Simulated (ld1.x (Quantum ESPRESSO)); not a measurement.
# Tin: generating and testing a TM potential

Task: generate the file, and judge it by its errors in other configurations, its logarithmic derivatives, its ghosts and its cutoff.

The numbers are computed with ld1.x (Quantum ESPRESSO) 7.5 (PBE, scalar-relativistic, spin-unpolarised reference atom).

## (1) The design

Typed settings, in words:

```
element                 : tin (Sn, Z = 50)
type                    : norm-conserving Troullier–Martins (Kleinman–Bylander form)
frozen core             : [Kr] 4d10
valence charge          : 4
reference configuration : 5s2 5p2
partial waves           : 5s (bound): rc 2.20 bohr; 5p (bound): rc 2.35 bohr; 5d channel at -0.1 Ry: rc 2.45 bohr
local potential         : all-electron potential smoothed inside 1.90 bohr (lloc = -1)
core correction         : a·sin(br)/r model core inside 1.46 bohr
```

The outer shells as boxes (Hund's rule for the drawing; the calculation is spin-unpolarised):

```
[Kr] core
4d [↑↓][↑↓][↑↓][↑↓][↑↓]
5s [↑↓]
5p [↑ ][↑ ][  ]
```

An earlier all-electron run gives the scale for the radii.

All-electron outer shells of the reference configuration (PBE, scalar-relativistic, ld1.x):

```tsv
shell	level (eV)	outermost node (bohr)	outermost maximum (bohr)
4p	-89.70	0.41	0.79
4d	-25.84	0.39	0.88
5s	-10.55	0.98	2.01
5p	-3.69	1.09	2.55
```

## (2) Generating the potential

Sn.in reads:

```
 &input
   title='Sn', zed=50., rel=1, dft='PBE', iswitch=3,
   config='[Kr] 4d10 5s2 5p2 5d-2',
   nld=3, rlderiv=2.65, eminld=-3.0, emaxld=5.0, deld=0.02
 /
 &inputp
   pseudotype=2, tm=.true., lloc=-1, rcloc=1.90,
   nlcc=.true., rcore=1.46,
   file_pseudopw='Sn.UPF', file_wfcaegen='ae.wfc', file_wfcncgen='nc.wfc', file_beta='beta', file_chi='chi'
 /
3
5S  1  0   2.00   0.00  2.20  2.20  0.0
5P  2  1   2.00   0.00  2.35  2.35  0.0
5D  3  2  -2.00  -0.10  2.45  2.45  0.0
 &test
   configts(1)='5s2 5p2'
 /
```

Command:

```bash
$ ld1.x < Sn.in > Sn.out
```

What the program wrote to Sn.out (without the banner and most projector matrices):

```text
     Program LD1 v.7.5
     --------------------------- All-electron run ----------------------------

     Sn
     scalar relativistic calculation

     atomic number is 50.00
     dft =PBE   lsd =0 sic =0 latt =0  beta=0.20 tr2=1.0E-14
     Exchange-correlation= PBE
                           (   1   4   3   4   0   0   0)
     mesh =1243 r(mesh) = 100.78374 a.u. xmin = -7.00 dx = 0.01250
     1 Ry =  13.60569312 eV, c = 137.03599908

     n l     nl                  e(Ry)          e(Ha)          e(eV)
     1 0     1S 1( 2.00)     -2132.5094     -1066.2547    -29014.2686
     2 0     2S 1( 2.00)      -321.9321      -160.9660     -4380.1088
     2 1     2P 1( 6.00)      -288.9932      -144.4966     -3931.9523
     3 0     3S 1( 2.00)       -62.1247       -31.0624      -845.2497
     3 1     3P 1( 6.00)       -51.3616       -25.6808      -698.8107
     4 0     4S 1( 2.00)        -9.8437        -4.9218      -133.9301
     4 1     4P 1( 6.00)        -6.5928        -3.2964       -89.7001
     3 2     3D 1(10.00)       -34.7961       -17.3980      -473.4246
     4 2     4D 1(10.00)        -1.8991        -0.9496       -25.8391
     5 0     5S 1( 2.00)        -0.7753        -0.3877       -10.5488
     5 1     5P 1( 2.00)        -0.2715        -0.1358        -3.6941

     final scf error:  8.2E-15 reached in  31 iterations

     Etot =  -12354.410875 Ry,   -6177.205437 Ha, -168090.323077 eV

     Ekin =   12899.149735 Ry,    6449.574868 Ha,  175501.872843 eV
     Encl =  -29875.374000 Ry,  -14937.687000 Ha, -406475.170578 eV
     Eh   =    4951.344976 Ry,    2475.672488 Ha,   67366.480290 eV
     Exc  =    -329.531586 Ry,    -164.765793 Ha,   -4483.505633 eV

     normalization and overlap integrals

     s(1S/1S) =  1.000000  <r> =   0.0291  <r2> =    0.0011  r(max) =   0.0188
     s(2S/2S) =  1.000000  <r> =   0.1255  <r2> =    0.0186  r(max) =   0.1054
     s(2P/2P) =  1.000000  <r> =   0.1096  <r2> =    0.0147  r(max) =   0.0853
     s(3S/3S) =  1.000000  <r> =   0.3393  <r2> =    0.1317  r(max) =   0.3090
     s(3P/3P) =  1.000000  <r> =   0.3377  <r2> =    0.1323  r(max) =   0.3013
     s(4S/4S) =  1.000000  <r> =   0.8186  <r2> =    0.7582  r(max) =   0.7412
     s(4P/4P) =  1.000000  <r> =   0.8859  <r2> =    0.8969  r(max) =   0.7890
     s(3D/3D) =  1.000000  <r> =   0.3146  <r2> =    0.1175  r(max) =   0.2498
     s(4D/4D) =  1.000000  <r> =   1.0991  <r2> =    1.4383  r(max) =   0.8829
     s(5S/5S) =  1.000000  <r> =   2.3966  <r2> =    6.5684  r(max) =   2.0147
     s(5P/5P) =  1.000000  <r> =   3.2510  <r2> =   12.4120  r(max) =   2.5548

     ------------------------ End of All-electron run ------------------------

     --------------------- Generating NC pseudopotential ---------------------

      Generating local potential from pseudized AE potential:
      Matching radius rcloc =   1.9000

      Local pseudo, rcloc= 1.893 Estimated cut-off energy=     6.95 Ry

      Computing core charge for nlcc:

       r > 1.47 : true rho core
       r < 1.47 : rho core = a sin(br)/r    a=   8.54  b=   1.79

      Integrated core pseudo-charge :   9.59

      Wfc   5S  rcut= 2.199  Using Troullier-Martins method

      Wfc   5P  rcut= 2.370  Using Troullier-Martins method

      Wfc   5D  rcut= 2.430  Using Troullier-Martins method

     ------------------- End of pseudopotential generation -------------------

     [... the all-electron block is printed once more ...]


     Computing logarithmic derivative in   2.63596
     Computing logarithmic derivative in   2.63596
     Computing the partial wave expansion
     R is outside the sphere for l=    0 j= 0.00
     R is outside the sphere for l=    1 j= 0.00
     R is outside the sphere for l=    2 j= 0.00

     ---------------------- Testing the pseudopotential ----------------------

     Sn
     scalar relativistic calculation

     atomic number is 50.00   valence charge is  4.00
     dft =PBE   lsd =0 sic =0 latt =0  beta=0.20 tr2=1.0E-14
     mesh =1243 r(mesh) = 100.78374 xmin = -7.00 dx = 0.01250

     n l     nl             e AE (Ry)        e PS (Ry)    De AE-PS (Ry)
     1 0     5S   1( 2.00)       -0.77532       -0.77533        0.00000
     2 1     5P   1( 2.00)       -0.27151       -0.27151        0.00000

     eps = 1.4E-15  iter =  4

     Etot =  -12354.410875 Ry,   -6177.205437 Ha, -168090.323077 eV
     Etotps =   -19.118681 Ry,      -9.559340 Ha,    -260.122905 eV

     Ekin =       2.078150 Ry,       1.039075 Ha,      28.274675 eV
     Encl =     -13.552237 Ry,      -6.776118 Ha,    -184.387571 eV
     Ehrt =       5.144375 Ry,       2.572188 Ha,      69.992789 eV
     Ecxc =     -14.666409 Ry,      -7.333204 Ha,    -199.546655 eV
     (Ecc =     -12.217414 Ry,      -6.108707 Ha,    -166.226385 eV)
     Epseu=       1.877439 Ry,       0.938719 Ha,      25.543857 eV

     ---------------------- End of pseudopotential test ----------------------
```

Run time: 1.6 s. Hardware: 1 thread of Neoverse-V1, shared host. (Generation and the later configuration tests together.)

Partial waves on a coarse radial grid (AE all-electron, PS pseudo):

```csv
r (bohr),5s AE,5s PS
0.123,-0.0749,0.0186
0.245,0.2272,0.0385
0.368,0.0516,0.0612
0.490,-0.2196,0.0880
0.613,-0.3473,0.1211
0.735,-0.3149,0.1616
0.858,-0.1808,0.2119
0.980,-0.0062,0.2718
1.103,0.1724,0.3419
1.225,0.3310,0.4186
1.348,0.4631,0.4984
1.470,0.5648,0.5735
1.593,0.6394,0.6384
1.715,0.6893,0.6870
1.838,0.7189,0.7178
1.960,0.7316,0.7314
2.083,0.7309,0.7309
2.205,0.7199,0.7199
2.328,0.7007,0.7007
2.450,0.6758,0.6758
2.573,0.6464,0.6464
2.695,0.6145,0.6145
2.818,0.5806,0.5806
2.940,0.5461,0.5461
3.063,0.5112,0.5112
3.185,0.4771,0.4771
```

## (3) Testing the new file in other configurations

Sn.test.in reads:

```
 &input
   title='Sn', zed=50., rel=1, dft='PBE', iswitch=2,
   config='[Kr] 4d10 5s2 5p2 5d-2'
 /
 &test
   file_pseudo='Sn.UPF', nconf=8,
   configts(1)='5s2 5p2',
   configts(2)='5s2 5p1',
   configts(3)='5s2 5p0',
   configts(4)='5s1 5p0',
   configts(5)='5s0 5p4',
   configts(6)='5s1 5p2',
   configts(7)='5s2 5p2.3',
   configts(8)='5s1 5p3'
 /
```

Command:

```bash
$ ld1.x < Sn.test.in > Sn.test.out
```

Sn.test.out, the pseudopotential blocks, each with the warnings that came before it:

```text
     ---------------------- Testing the pseudopotential ----------------------

     Sn
     scalar relativistic calculation

     atomic number is 50.00   valence charge is  4.00
     dft =PBE   lsd =0 sic =0 latt =0  beta=0.20 tr2=1.0E-14
     mesh =1243 r(mesh) = 100.78374 xmin = -7.00 dx = 0.01250

     n l     nl             e AE (Ry)        e PS (Ry)    De AE-PS (Ry)
     1 0     5S   1( 2.00)       -0.77532       -0.77533        0.00000
     2 1     5P   1( 2.00)       -0.27151       -0.27151       -0.00000

     eps = 8.6E-15  iter =  5

     Etot =  -12354.410875 Ry,   -6177.205437 Ha, -168090.323077 eV
     Etotps =   -19.118681 Ry,      -9.559340 Ha,    -260.122902 eV

     Ekin =       2.078151 Ry,       1.039075 Ha,      28.274684 eV
     Encl =     -13.552237 Ry,      -6.776119 Ha,    -184.387580 eV
     Ehrt =       5.144375 Ry,       2.572188 Ha,      69.992793 eV
     Ecxc =     -14.666409 Ry,      -7.333204 Ha,    -199.546658 eV
     (Ecc =     -12.217414 Ry,      -6.108707 Ha,    -166.226385 eV)
     Epseu=       1.877439 Ry,       0.938720 Ha,      25.543859 eV

     ---------------------- End of pseudopotential test ----------------------

     Warning: n=1, l=0 expected 0 nodes, found 1
     ---------------------- Testing the pseudopotential ----------------------

     Sn
     [...]
     n l     nl             e AE (Ry)        e PS (Ry)    De AE-PS (Ry)
     1 0     5S   1( 2.00)       -1.30909       -1.30571       -0.00338
     2 1     5P   1( 1.00)       -0.75374       -0.75213       -0.00161

     eps = 1.9E-15  iter = 19

     Etot =  -12353.905608 Ry,   -6176.952804 Ha, -168083.448573 eV
     Etotps =   -18.613895 Ry,      -9.306947 Ha,    -253.254939 eV
     dEtot_ae =       0.505267 Ry
     dEtot_ps =       0.504786 Ry,   Delta E=       0.000481 Ry

     [...]
     ---------------------- End of pseudopotential test ----------------------

     BEWARE! Errors in PS-KS equations
     Warning: n=2, l=1 expected 0 nodes, found 1
     ---------------------- Testing the pseudopotential ----------------------

     Sn
     [...]
     n l     nl             e AE (Ry)        e PS (Ry)    De AE-PS (Ry)
     1 0     5S   1( 2.00)       -1.91763       -3.03929        1.12165  !
     2 1     5P   1( 0.00)       -1.30765       -1.30765        0.00000

     eps = 1.3E-16  iter = 11

     Etot =  -12352.880119 Ry,   -6176.440059 Ha, -168069.496083 eV
     Etotps =   -18.295986 Ry,      -9.147993 Ha,    -248.929571 eV
     dEtot_ae =       1.530756 Ry
     dEtot_ps =       0.822695 Ry,   Delta E=       0.708061 Ry

     [...]
     ---------------------- End of pseudopotential test ----------------------

     BEWARE! Errors in PS-KS equations
     ---------------------- Testing the pseudopotential ----------------------

     Sn
     [...]
     n l     nl             e AE (Ry)        e PS (Ry)    De AE-PS (Ry)
     1 0     5S   1( 1.00)       -2.64311       -2.64311        0.00000
     2 1     5P   1( 0.00)       -1.96962       -2.56051        0.59089  !

     eps = 4.9E-30  iter =  3

     Etot =  -12350.603760 Ry,   -6175.301880 Ha, -168038.524645 eV
     Etotps =   -14.860525 Ry,      -7.430262 Ha,    -202.187739 eV
     dEtot_ae =       3.807115 Ry
     dEtot_ps =       4.258156 Ry,   Delta E=      -0.451041 Ry

     [...]
     ---------------------- End of pseudopotential test ----------------------

     ---------------------- Testing the pseudopotential ----------------------

     Sn
     [...]
     n l     nl             e AE (Ry)        e PS (Ry)    De AE-PS (Ry)
     1 0     5S   1( 0.00)       -0.89659       -0.89659        0.00000
     2 1     5P   1( 4.00)       -0.35892       -0.35952        0.00060

     eps = 8.1E-15  iter =  8

     Etot =  -12353.368240 Ry,   -6176.684120 Ha, -168076.137310 eV
     Etotps =   -18.071542 Ry,      -9.035771 Ha,    -245.875855 eV
     dEtot_ae =       1.042635 Ry
     dEtot_ps =       1.047139 Ry,   Delta E=      -0.004504 Ry

     [...]
     ---------------------- End of pseudopotential test ----------------------

     BEWARE! Errors in PS-KS equations
     ---------------------- Testing the pseudopotential ----------------------

     Sn
     [...]
     n l     nl             e AE (Ry)        e PS (Ry)    De AE-PS (Ry)
     1 0     5S   1( 1.00)       -1.37450       -1.37450        0.00000
     2 1     5P   1( 2.00)       -0.80556       -1.42338        0.61783  !

     eps = 4.0E-15  iter = 19

     Etot =  -12353.343403 Ry,   -6176.671702 Ha, -168075.799389 eV
     Etotps =   -17.708963 Ry,      -8.854482 Ha,    -240.942719 eV
     dEtot_ae =       1.067471 Ry
     dEtot_ps =       1.409717 Ry,   Delta E=      -0.342246 Ry

     [...]
     ---------------------- End of pseudopotential test ----------------------

     ---------------------- Testing the pseudopotential ----------------------

     Sn
     [...]
     n l     nl             e AE (Ry)        e PS (Ry)    De AE-PS (Ry)
     1 0     5S   1( 2.00)       -0.63645       -0.63683        0.00038
     2 1     5P   1( 2.30)       -0.14657       -0.14666        0.00009

     eps = 4.5E-15  iter =  9

     Etot =  -12354.473285 Ry,   -6177.236643 Ha, -168091.172217 eV
     Etotps =   -19.181123 Ry,      -9.590562 Ha,    -260.972477 eV
     dEtot_ae =      -0.062411 Ry
     dEtot_ps =      -0.062443 Ry,   Delta E=       0.000032 Ry

     [...]
     ---------------------- End of pseudopotential test ----------------------

     ---------------------- Testing the pseudopotential ----------------------

     Sn
     [...]
     n l     nl             e AE (Ry)        e PS (Ry)    De AE-PS (Ry)
     1 0     5S   1( 1.00)       -0.83895       -0.83770       -0.00124
     2 1     5P   1( 3.00)       -0.31727       -0.31614       -0.00113

     eps = 5.9E-15  iter = 32

     Etot =  -12353.897991 Ry,   -6176.948995 Ha, -168083.344936 eV
     Etotps =   -18.605941 Ry,      -9.302971 Ha,    -253.146730 eV
     dEtot_ae =       0.512884 Ry
     dEtot_ps =       0.512739 Ry,   Delta E=       0.000145 Ry

     [...]
     ---------------------- End of pseudopotential test ----------------------
```

3 tests gave no usable energy difference (5s2 5p0; 5s1 5p0; 5s1 5p2).

The tests as a table, with energies relative to 5s2 5p2. A star marks tests that logged a warning.

```tsv
valence configuration	charge	ΔE all-electron (eV)	error AE − PS (meV)
5s2 5p1 *	+1	6.875	+6.5
5s0 5p4	0	14.186	-61
5s2 5p2.3	-0.3	-0.849	+0.4
5s1 5p3	0	6.978	+2.0
```

## (4) Does it scatter like the atom?

Taken from the files of the generation run. The phase is arctan(r·u′/u) with u = r·R, unwrapped, with energies in Ry. A pole is an energy at which the radial function vanishes at the test radius. The pseudo phase is shifted by a multiple of π to meet the all-electron one at the reference energy. Levels narrower than the energy grid can be missing from the poles. The last column is the largest difference on the grid between −1 and +1 Ry.

| channel | radius (bohr) | reference (Ry) | poles AE | poles PS | window around the reference with phases within 0.05 rad (Ry) | largest difference near zero (rad) |
| --- | --- | --- | --- | --- | --- | --- |
| s | 2.64 | -0.78 | 0.56 | -0.69, 0.63 | below -0.7 | 3.131 |
| p | 2.64 | -0.27 | 1.81 | 1.51, 3.89 | below 1.7 | 0.018 |
| d | 2.64 | -0.10 | -1.83, 4.06 | 1.56 | -1.4 to 0.4 | 0.635 |

Phases (rad) along the scan:

```
E (Ry)    s AE    s PS    p AE    p PS
 -3.00   1.279   1.277   1.316   1.314
 -2.52   1.224   1.220   1.284   1.281
 -2.04   1.124   1.118   1.236   1.233
 -1.56   0.886   0.872   1.157   1.154
 -1.08   0.020  -0.001   1.005   1.001
 -0.60  -1.092  -4.221   0.604   0.602
 -0.12  -1.410  -4.540  -0.458  -0.459
  0.36  -1.536  -4.667  -1.155  -1.165
  0.84  -1.611  -4.741  -1.390  -1.408
  1.32  -1.667  -4.796  -1.501  -1.532
  1.80  -1.721  -4.847  -1.570  -1.630
  2.28  -1.782  -4.903  -1.622  -1.781
  2.76  -1.865  -4.976  -1.668  -3.269
  3.24  -2.005  -5.095  -1.716  -4.559
  3.72  -2.312  -5.343  -1.774  -4.687
  4.20  -3.120  -6.036  -1.859  -4.749
  4.68  -3.984  -7.040  -2.007  -4.797
```

## (5) Cutoff and ghost test in a Bessel basis

This step uses the generator's waves and projectors in a separate script. Basis: spherical Bessel functions vanishing at 20 bohr, q² up to the cutoff; potential fixed at the reference.

All-electron valence levels (Ry): 5s -0.7753, 5p -0.2715. The lowest levels of each channel (Ry) by cutoff; the last column sums, over occupied levels, occupation times the distance from the level at 400 Ry. A positive value at high cutoff is not a bound level.

| cutoff (Ry) | s #1 | p #1 | d #1 | f #1 | Σ f·Δε (mRy) |
| --- | --- | --- | --- | --- | --- |
| 8 | -0.7622 | -0.2672 | 0.0484 | 0.1045 | 34.9 |
| 10 | -0.7697 | -0.2693 | 0.0484 | 0.1045 | 15.7 |
| 12 | -0.7731 | -0.2707 | 0.0483 | 0.1045 | 6.2 |
| 15 | -0.7742 | -0.2713 | 0.0481 | 0.1045 | 2.8 |
| 18 | -0.7744 | -0.2713 | 0.0475 | 0.1045 | 2.3 |
| 21 | -0.7744 | -0.2713 | 0.0471 | 0.1045 | 2.1 |
| 25 | -0.7747 | -0.2714 | 0.0467 | 0.1045 | 1.5 |
| 30 | -0.7750 | -0.2715 | 0.0464 | 0.1045 | 0.6 |
| 35 | -0.7751 | -0.2715 | 0.0463 | 0.1045 | 0.5 |
| 40 | -0.7752 | -0.2715 | 0.0462 | 0.1045 | 0.4 |
| 400 | -0.7753 | -0.2715 | 0.0461 | 0.1045 | 0.0 |

The sum stays within 10 mRy from 12 Ry and within 1 mRy from 30 Ry. The sum leaves out empty levels, which can need more. Ghost test: no level below the all-electron spectrum of its channel (s, p, d, f tested).

## (6) Outcome

```
                                                quantity                                                                     value
               cutoffs for 10 and 1 mRy, occupied levels                                                           12 Ry and 30 Ry
                                            bound ghosts  none below the valence levels; a pole at negative energy in s is suspect
                            largest test error (AE − PS)                                   -61 meV, for 5s0 5p4 (3 tests unsolved)
largest phase difference near zero energy, channels read                                                                 3.131 rad
```

**Reading.** By total energies transferability is fair where solved: the largest error is 61 meV on 14.2 eV, for 5s0 5p4. Of the tests 3 gave no usable energy difference, which is a warning in itself. It counts as soft on the atom at that tolerance, with 12 Ry needed at the looser tolerance. The slowest occupied level is 5s: taken alone it needs 18 Ry to come within 1 mRy, against 12 Ry for 5p. The ghost test, which looks below the valence levels, finds nothing, but the pseudo curve has an extra pole at negative energy (s at -0.69 Ry): a spurious bound state among the atom's levels is likely, and the file can't be cleared. Near zero energy the largest phase difference among the channels read is 3.13 rad, in the s channel. A step near π is an extra or missing state, not a misfit of shape. The pseudo curves have a pole with no partner nearby in the atom's: s at -0.69 Ry. All of this concerns the isolated atom, not yet a solid.
